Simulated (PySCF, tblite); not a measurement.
# C3H11B2NSi: geometry, infrared bands and NMR shifts

Wanted: the infrared bands and NMR shifts of C3H11B2NSi (`BNB[C@H]1CC[SiH2]1`), by calculation.

Computed with tblite 0.8.0 and PySCF 2.14.0, with density-fitted response routines of our own, on a single molecule in the gas phase. Atoms count from 0, in the outputs and in this text.

## Step 1: The starting structure

18 atoms, charge 0, multiplicity 1; geometry from: force field or distance geometry start.

Bonds of the start (Å): B0–N1 1.52, N1–B2 1.53, B2–C3 1.59, C3–C4 1.50, C4–C5 1.51, C5–Si6 1.86, Si6–C3 1.86, B0–H7 1.17, B0–H8 1.18, N1–H9 1.04, B2–H10 1.17, C3–H11 1.11, C4–H12 1.10, C4–H13 1.12, C5–H14 1.11, C5–H15 1.09, Si6–H16 1.46, Si6–H17 1.46.

## Step 2: Relaxing the molecule with GFN2-xTB

Job settings and geometry (Å):

```
{"job": {"kind": "relax", "xc": "GFN2-xTB", "basis": "xTB"}, "charge": 0, "multiplicity": 1}
B      3.148700    -0.032800     0.226100
N      2.107100    -0.625900    -0.707900
B      0.808300    -0.967400     0.020500
C     -0.508000    -0.516800    -0.747000
C     -1.818200    -0.746500    -0.054300
C     -2.306800     0.682300    -0.141500
Si    -0.661600     1.334500    -0.705800
H      3.817100    -0.755200     0.863600
H      3.606700     1.018600    -0.058000
H      1.905600    -0.002000    -1.514400
H      0.848400    -1.815100     0.831100
H     -0.521000    -0.934600    -1.770200
H     -1.823200    -1.082900     0.988300
H     -2.444900    -1.428500    -0.686900
H     -2.602400     1.157400     0.819600
H     -3.081600     0.807900    -0.894000
H     -0.646400     1.924000    -2.043800
H      0.163200     1.989400     0.298400
```

Command:

```bash
$ OMP_NUM_THREADS=1 python probes_run.py task.json out
```

One launch serves the whole session: the jobs run in the order shown.

**Question.** This job is followed by: GFN2-xTB harmonic vibrations, gas phase; GIAO PBE0/pcSseg-1 NMR shielding, non-relativistic, gas phase. Predict these results of the whole session: strongest single infrared mode (GFN2-xTB); zero-point energy (GFN2-xTB); 13C shifts against TMS (PBE0/pcSseg-1); 1H shifts against TMS (PBE0/pcSseg-1, means over atoms taken as alike); 11B shifts against BF3·OEt2 (PBE0/pcSseg-1); 15N shifts against NH3 (PBE0/pcSseg-1); 29Si shifts against TMS (PBE0/pcSseg-1).

As calculated:

| quantity | value |
| --- | --- |
| strongest single infrared mode (GFN2-xTB) | 1402 cm⁻¹, 726 km/mol |
| zero-point energy (GFN2-xTB) | 86.8 kcal/mol |
| 13C shifts against TMS (PBE0/pcSseg-1) | 29.3, 26.9, 9.9 ppm |
| 1H shifts against TMS (PBE0/pcSseg-1, means over atoms taken as alike) | 6.68, 5.84, 5.35, 4.99, 4.78, 2.83, 2.58, 2.33, 1.78, 1.57 ppm |
| 11B shifts against BF3·OEt2 (PBE0/pcSseg-1) | 54.1, 48.6 ppm |
| 15N shifts against NH3 (PBE0/pcSseg-1) | 186.5 ppm |
| 29Si shifts against TMS (PBE0/pcSseg-1) | -31.6 ppm |

The optimisation took 129 steps and gained 1.375 eV; among the close pairs (by a distance rule), B0–N1 changed most, from 1.520 to 1.402 Å. No mode is imaginary among the 48: a minimum at this level. The strongest single mode, at 1402 cm⁻¹, is spread over several atoms, N1, B0, H9, B2 among them. Unscaled tight-binding wavenumbers are off by several per cent, some by more. Its intensities can rank the bands wrongly. At PBE0/pcSseg-1: The widest tensor belongs to N1: span 296 ppm, with a paramagnetic part of -241 ppm.
